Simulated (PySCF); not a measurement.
**[Yb(NH3)6]3+: forces at shaken geometries**

How stiff is [Yb(NH3)6]3+? Its atoms are displaced at random by several amounts. It is a constructed species; whether it can be made isn't addressed.

Method: B3LYP, Yb lcecp-1-SVP with ECP59, N def2-SVP, H def2-SVP; scalar-relativistic core potentials, no spin–orbit coupling; program: PySCF 2.14.0.

3 further runs of the same task are left out: 2 for a known fault of the program, 1 that didn't finish.

**1. The starting structure**

25 atoms, charge 3, spin multiplicity 1.

Bond lengths: Yb1–N2 2.490 Å, Yb1–N6 2.490 Å, Yb1–N10 2.489 Å, Yb1–N14 2.489 Å, Yb1–N18 2.489 Å, Yb1–N22 2.489 Å, N2–H3 1.031 Å, N2–H4 1.031 Å, N2–H5 1.031 Å, N6–H7 1.031 Å, N6–H8 1.031 Å, N6–H9 1.031 Å, N10–H11 1.032 Å, N10–H12 1.031 Å, N10–H13 1.031 Å, N14–H15 1.032 Å, N14–H16 1.032 Å, N14–H17 1.032 Å and more. Angles: N2–Yb1–N6 180.0°, N2–Yb1–N10 89.4°, N2–Yb1–N14 88.8°, N2–Yb1–N18 90.6°, N2–Yb1–N22 91.2°, N6–Yb1–N10 90.6°, N6–Yb1–N14 91.2°, N6–Yb1–N18 89.4°, N6–Yb1–N22 88.8°, N10–Yb1–N14 90.0°, N10–Yb1–N18 180.0°, N10–Yb1–N22 90.0°, N14–Yb1–N18 90.0°, N14–Yb1–N22 180.0°, N18–Yb1–N22 90.0°, Yb1–N2–H3 115.2°, Yb1–N2–H4 115.5°, Yb1–N2–H5 115.7° and more.

Geometry (Å):

```xyz
25
H18N6Yb
Yb    0.0000    0.0000    0.0000
N     0.0222    0.0262    2.4894
H     0.8344    0.4973    2.9165
H    -0.7788    0.4992    2.9349
H     0.0264   -0.8985    2.9462
N    -0.0222   -0.0262   -2.4894
H     0.7788   -0.4992   -2.9349
H    -0.8344   -0.4973   -2.9165
H    -0.0264    0.8985   -2.9462
N     2.4893   -0.0014    0.0030
H     2.9282   -0.4726    0.8089
H     2.9375   -0.4604   -0.8045
H     2.9312    0.9306    0.0114
N    -0.0002    2.4889    0.0239
H     0.3856    2.9192    0.8784
H     0.5393    2.9449   -0.7279
H    -0.9286    2.9311   -0.0575
N    -2.4893    0.0014   -0.0030
H    -2.9375    0.4604    0.8045
H    -2.9282    0.4726   -0.8089
H    -2.9312   -0.9306   -0.0114
N     0.0002   -2.4889   -0.0239
H    -0.5393   -2.9449    0.7279
H    -0.3856   -2.9192   -0.8784
H     0.9286   -2.9311    0.0575
```

Formal oxidation states: Yb +3. Each metal's 13 4f electrons lie in its core potential, so multiplicities, spins and levels count the valence alone. An earlier session relaxed this geometry at B3LYP, Yb lcecp-1-SVP with ECP59, N def2-SVP, H def2-SVP (singlet, point group Ci).

Its energy there is -377.792413 Eh.

**2. Atoms moved at random, σ = 0.1 Å**

The input, run.py (the lines that set the calculation):

```python
mol = gto.M(atom='''
Yb    -0.07002    -0.13483     0.05650
N      0.04551     0.04494     2.43543
H      0.73106     0.52583     2.92306
H     -0.78024     0.60311     3.01536
H     -0.01968    -0.95340     3.03879
N     -0.10695    -0.10120    -2.14706
H      0.89157    -0.54165    -3.00053
H     -0.78589    -0.51763    -2.94937
H     -0.06098     1.01172    -3.02831
N      2.45952    -0.27520     0.09590
H      2.95650    -0.39504     0.66451
H      2.81677    -0.58340    -0.77133
H      3.16038     0.87807    -0.03124
N     -0.04408     2.30030    -0.05019
H      0.48826     3.07581     0.85050
H      0.57884     2.85659    -0.83251
H     -0.94628     3.06227    -0.19464
N     -2.47761    -0.09037    -0.06045
H     -2.85989     0.64828     0.79079
H     -3.02633     0.39491    -0.76597
H     -3.02488    -0.85947    -0.04043
N      0.06088    -2.27033     0.02217
H     -0.44293    -2.94207     0.83214
H     -0.41127    -2.87282    -0.92387
H      0.86773    -2.86442     0.07073''',
    basis={'Yb': 'lcecp-1-SVP', 'N': 'def2-SVP', 'H': 'def2-SVP'},
    ecp={'Yb': 'lcecp-1-SVP'},
    charge=3, spin=0)
mf = dft.RKS(mol, xc='B3LYP')
mf.grids.atom_grid = (50, 194)  # f atoms: unpruned, at least (60, 302)
mf = mf.density_fit()  # fitting sets: Yb AutoAux, N def2-universal-JKFIT, H def2-universal-JKFIT
mf.conv_tol = 1e-08; mf.max_cycle = 55
mf.kernel(dm0)  # dm0: the density of the relaxed state
```

Command:

```bash
$ OMP_NUM_THREADS=4 python run.py
```

**3. Atoms moved at random, σ = 0.06 Å**

The input, run.py (the lines that set the calculation):

```python
mol = gto.M(atom='''
Yb     0.01240    -0.04613    -0.16120
N     -0.01901     0.03910     2.47126
H      0.94087     0.53078     2.91456
H     -0.74412     0.53402     2.94442
H      0.01035    -0.86487     2.93880
N      0.02982    -0.01138    -2.46016
H      0.77522    -0.53566    -2.99529
H     -0.79377    -0.49562    -3.03926
H     -0.04984     0.91045    -2.94077
N      2.48594    -0.03183     0.11779
H      2.81922    -0.37448     0.85760
H      3.00612    -0.42382    -0.79111
H      2.90293     0.89691     0.04194
N      0.01156     2.43886     0.04252
H      0.34637     3.02437     0.89999
H      0.53547     2.92038    -0.82613
H     -0.90934     3.04031     0.00636
N     -2.49977     0.04694    -0.03373
H     -2.92570     0.36853     0.94409
H     -2.88519     0.49274    -0.77762
H     -2.83873    -0.86991     0.08616
N     -0.17756    -2.61313    -0.18596
H     -0.60768    -3.03758     0.83859
H     -0.33608    -2.93790    -0.94047
H      0.91052    -3.00108     0.04760''',
    basis={'Yb': 'lcecp-1-SVP', 'N': 'def2-SVP', 'H': 'def2-SVP'},
    ecp={'Yb': 'lcecp-1-SVP'},
    charge=3, spin=0)
mf = dft.RKS(mol, xc='B3LYP')
mf.grids.atom_grid = (50, 194)  # f atoms: unpruned, at least (60, 302)
mf = mf.density_fit()  # fitting sets: Yb AutoAux, N def2-universal-JKFIT, H def2-universal-JKFIT
mf.conv_tol = 1e-08; mf.max_cycle = 55
mf.kernel(dm0)  # dm0: the density of the relaxed state
```

**4. Atoms moved at random, σ = 0.1 Å**

The input, run.py (the lines that set the calculation):

```python
mol = gto.M(atom='''
Yb     0.07820     0.00253    -0.07219
N     -0.04643    -0.02767     2.58257
H      0.83851     0.54901     2.86634
H     -0.84028     0.52248     2.87249
H      0.04416    -0.97203     2.86618
N     -0.08872    -0.11564    -2.50360
H      0.92083    -0.41238    -2.94327
H     -0.90227    -0.56612    -3.07220
H     -0.00059     0.90545    -2.89384
N      2.40154    -0.09109     0.02359
H      3.06835    -0.49659     0.86058
H      2.95986    -0.39999    -0.79096
H      2.85038     1.07318     0.04087
N      0.01598     2.42887     0.01207
H      0.24675     2.76411     0.87777
H      0.61490     2.92789    -0.72049
H     -0.89170     2.89299    -0.04582
N     -2.53142    -0.06738    -0.05757
H     -3.01285     0.51714     0.82555
H     -2.83589     0.51611    -0.71758
H     -2.79360    -0.81673     0.03215
N      0.02320    -2.48240    -0.03033
H     -0.65147    -2.92356     0.75191
H     -0.45361    -2.91947    -0.79990
H      0.98616    -2.80872     0.03570''',
    basis={'Yb': 'lcecp-1-SVP', 'N': 'def2-SVP', 'H': 'def2-SVP'},
    ecp={'Yb': 'lcecp-1-SVP'},
    charge=3, spin=0)
mf = dft.RKS(mol, xc='B3LYP')
mf.grids.atom_grid = (50, 194)  # f atoms: unpruned, at least (60, 302)
mf = mf.density_fit()  # fitting sets: Yb AutoAux, N def2-universal-JKFIT, H def2-universal-JKFIT
mf.conv_tol = 1e-08; mf.max_cycle = 55
mf.kernel(dm0)  # dm0: the density of the relaxed state
```

**Question.** What will these runs give? Wanted: for each run, σ; energy rise; harmonic estimate −½ F·u; largest force component.

The runs gave:

| σ (Å) | energy rise (eV) | harmonic estimate −½ F·u (eV) | largest force component (eV/Å) |
| --- | --- | --- | --- |
| 0.1 | 12.222 | 10.971 | 20.87 |
| 0.06 | 4.798 | 4.976 | 18.76 |
| 0.1 | 5.048 | 5.293 | 19.57 |

Every displacement raises the energy. For a harmonic well the rise equals −½ F·u; the two differ by at most 10 % here (a move with σ = 0.1 Å), from anharmonicity, the grid and the small forces left at the relaxed point. The largest moves cost over 1 eV, far outside the harmonic range, so agreement there can come from errors that cancel between squeezed and stretched bonds. These are double-zeta-type bases without diffuse functions. Spin–orbit coupling is left out. The core potential fixes the 4f count, so no charge can pass from the ligands into that shell.
